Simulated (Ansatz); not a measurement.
# Os18C: the cost of one run

Program: Ansatz 0.2.0. Level of theory: DFT PBE, plane waves, PAW, scalar-relativistic, no spin polarisation. These are calculated values, not measurements.

**1. The system as given**

The cell holds 19 atoms (COs18): a = 5.480 Å, b = 8.220 Å, c = 16.326 Å, α = 90.00°, β = 90.00°, γ = 60.00°.

As a file:

```xyz
19
Lattice="5.4800 0.0000 0.0000 4.1100 7.1187 0.0000 0.0000 0.0000 16.3265" Properties=species:S:1:pos:R:3 pbc="T T T"
Os    0.0000    0.0000    1.0000
Os    2.7400    0.0000    1.0000
Os    1.3700    2.3729    1.0000
Os    4.1100    2.3729    1.0000
Os    2.7400    4.7458    1.0000
Os    5.4800    4.7458    1.0000
Os    0.0000    1.5819    3.1632
Os    2.7400    1.5819    3.1632
Os    1.3700    3.9548    3.1632
Os    4.1100    3.9548    3.1632
Os    2.7400    6.3278    3.1632
Os    5.4800    6.3278    3.1632
Os    0.0000    0.0000    5.3265
Os    2.7400    0.0000    5.3265
Os    1.3700    2.3729    5.3265
Os    4.1100    2.3729    5.3265
Os    2.7400    4.7458    5.3265
Os    5.4800    4.7458    5.3265
C     6.0385    3.5167    7.1165
```

**2. Relaxing the start**

input.yaml reads:

```yaml
crystal:
  lattice:
    - [5.48, 0.0, 0.0]
    - [4.11, 7.118729, 0.0]
    - [0.0, 0.0, 16.32646]
  atoms:
    - { symbol: Os, position: [0.0, 0.0, 0.0612503] }
    - { symbol: Os, position: [0.5, 0.0, 0.0612503] }
    - { symbol: Os, position: [0.0, 0.3333333, 0.0612503] }
    - { symbol: Os, position: [0.5, 0.3333333, 0.0612503] }
    - { symbol: Os, position: [0.0, 0.6666667, 0.0612503] }
    - { symbol: Os, position: [0.5, 0.6666667, 0.0612503] }
    - { symbol: Os, position: [-0.1666667, 0.2222222, 0.1937487] }
    - { symbol: Os, position: [0.3333333, 0.2222222, 0.1937487] }
    - { symbol: Os, position: [-0.1666667, 0.5555556, 0.1937487] }
    - { symbol: Os, position: [0.3333333, 0.5555556, 0.1937487] }
    - { symbol: Os, position: [-0.1666667, 0.8888889, 0.1937487] }
    - { symbol: Os, position: [0.3333333, 0.8888889, 0.1937487] }
    - { symbol: Os, position: [0.0, 0.0, 0.3262471] }
    - { symbol: Os, position: [0.5, 0.0, 0.3262471] }
    - { symbol: Os, position: [0.0, 0.3333333, 0.3262471] }
    - { symbol: Os, position: [0.5, 0.3333333, 0.3262471] }
    - { symbol: Os, position: [0.0, 0.6666667, 0.3262471] }
    - { symbol: Os, position: [0.5, 0.6666667, 0.3262471] }
    - { symbol: C, position: [0.7314126, 0.4940137, 0.4358851] }
basis:
  ecutwfc: 420.0
kpoints:
  mp_grid: { grid: [3, 2, 1] }
hamiltonian:
  xc: pbe
scf:
  occupations: { method: fermi_dirac, width: 0.15 }
  lower_state_search: "off"
relax:
  f_tol: 0.08
  max_steps: 25
  adjacent_minimum: "off"
  constraints: [{ sites: [0, 1, 2, 3, 4, 5] }]
```

Launch:

```console
$ ansatz run input.yaml --threads 4 --pin off --max-ram 10240MiB --backend cpu --events-out ev --progress --plain --runs-dir out
```

**Question.** How long does this run take on 4 threads of Intel Xeon Platinum 8488C (Sapphire Rapids), shared host, and how much memory does it need?

About 79 s, with a peak of 2 GiB.
